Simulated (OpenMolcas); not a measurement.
# W⁴⁺ among point charges: CASSCF and CASPT2 levels and susceptibility

Aim: the splitting of the states of W⁴⁺ in the field of 4 point charges, its lowest levels with spin-orbit coupling and its magnetic susceptibility.

Method: state-averaged CASSCF and CASPT2, spin-orbit coupling by RASSI with atomic mean-field integrals. Code: OpenMolcas 26.06.

### Step 1. What is computed

| Quantity | Value |
| --- | --- |
| Species | W⁴⁺ (tungsten, Z = 74, 70 electrons) |
| Basis | ANO-RCC-VTZP [8s7p5d3f2g1h], 104 functions |
| Scalar Hamiltonian | DKH2, point nucleus |
| Inactive shells | 1s 2s 2p 3s 3p 3d 4s 4p 4d 4f 5s 5p |
| Active space | 2 electrons in 5 orbitals (5d) |
| Some configurations of this space | 5d² |
| Orbitals | optimised for each spin and parity, averaged over all roots |

The outer shells:

5d2
```
5d [↑ ][↑ ][  ][  ][  ]
```

The ion sits among 4 point charges of -1.62 e arranged as a tetrahedron (Td), 2.24 Å from the ion.

Each step is its own input file, run in one work folder so that later steps find the files of earlier ones. Labels, J, g values, rates, χT and fits are worked out afterwards by a script from the matrices that RASSI stores.

### Step 2. Basis and integrals

The input, a.inp:

```
&GATEWAY
Coord
1

W 0.0 0.0 0.0
Basis=ANO-RCC-VTZP
Group=NoSym
NoMove
AngMom=0.0 0.0 0.0
AMFI
XField
4 Angstrom 0
1.293265 1.293265 1.293265 -1.620000
1.293265 -1.293265 -1.293265 -1.620000
-1.293265 1.293265 -1.293265 -1.620000
-1.293265 -1.293265 1.293265 -1.620000
&SEWARD
```

On the command line:

```bash
$ OMP_NUM_THREADS=1 MOLCAS_MEM=1689 MOLCAS_PROJECT=a pymolcas a.inp > a.log
```

### Step 3. CASSCF: triplets, 10 roots

The input, a.inp:

```
&RASSCF
FileOrb=start.orb
Symmetry=1
Spin=3
nActEl=2 0 0
Inactive=34
Ras2=5
CIRoot=10 10 1
SDav=10
CIMx=300
Iter=120 100
PrWF=0.3
OrbListing=Nothing
MaxOrb=0
>>> COPY $Project.JobIph JOB001
```

start.orb holds the contracted functions of the basis, ordered by shell, or the orbitals of the step before.

### Step 4. Reference wave functions, singlets, 15 roots

The input, a.inp:

```
&RASSCF
FileOrb=start.orb
Symmetry=1
Spin=1
nActEl=2 0 0
Inactive=34
Ras2=5
CIRoot=15 15 1
SDav=15
CIMx=300
Iter=120 100
PrWF=0.3
OrbListing=Nothing
MaxOrb=0
>>> COPY $Project.JobIph JOB002
```

### Step 5. State interaction with spin-orbit coupling

The input, a.inp:

```
&RASSI
NrOfJobIphs=2 10 15
1 2 3 4 5 6 7 8 9 10
1 2 3 4 5 6 7 8 9 10 11 12 13 14 15
IphNames
JOB001
JOB002
EJob
SpinOrbit
DIPRint=1.0
SOCoupling=1000.0
Subsets=2
Property=9
'ANGMOM' 1 'ANGMOM' 2 'ANGMOM' 3 'MLTPL  1' 1 'MLTPL  1' 2 'MLTPL  1' 3
'AMFI' 1 'AMFI' 2 'AMFI' 3
SOProperty=3
'ANGMOM' 1 'ANGMOM' 2 'ANGMOM' 3
```

### Step 6. CASPT2: IPEA 0.25, imaginary shift 0.1 (closed shells correlated: 4f 5s 5p)

The input, a.inp:

```
>>> COPY JOB001 $Project.JobIph
&CASPT2
Multistate=10 1 2 3 4 5 6 7 8 9 10
NoMult
Frozen=23
IPEA=0.25
Imaginary=0.1
MaxIter=60
WThr=0.0 0.3 0.05
PrWF=0.5
NoMix
>>> COPY JOB002 $Project.JobIph
&CASPT2
Multistate=15 1 2 3 4 5 6 7 8 9 10 11 12 13 14 15
NoMult
Frozen=23
IPEA=0.25
Imaginary=0.1
MaxIter=60
WThr=0.0 0.3 0.05
PrWF=0.5
NoMix
```

(Steps that only read results are left out.)

Q: Predict the outcome of this session. Wanted: spin-free ground state; first state of the same spin within the active space; lowest level; next level.

As calculated:

| quantity | value |
| --- | --- |
| method | SS-CASPT2, IPEA 0.25, imaginary shift 0.1 (closed shells correlated: 4f 5s 5p) |
| spin-free ground state | 3A2, 1-fold in its orbital part |
| first state of the same spin within the active space | 3T2 at 1960 cm⁻¹ |
| lowest level | 3-fold T2 |
| next level | 1051.5 cm⁻¹ |
| χT at 300 K | 0.16 cm³ K/mol |
| effective moment at 300 K | 1.14 μB |

Cost by method:

```csv
method,time of its own steps,time with the reference
A. CASSCF,13 s,13 s
"B. SS-CASPT2, IPEA 0.25, imaginary shift 0.1, +4f 5s 5p",36 s,49 s
```

Times are of one thread on a shared host.

What this shows: The spin-free ground state (3A2) comes to 100 % from free-ion F terms and keeps the highest spin of the shell. χT at 300 K is 0.16, against 1.00 cm³ K/mol for the spin alone, so spin-orbit coupling lowers it. CASPT2 does not keep the components of a term degenerate, and the means are used. The field of point charges can differ much from that of real complexes. This is an electrostatic model: the charges have no orbitals.
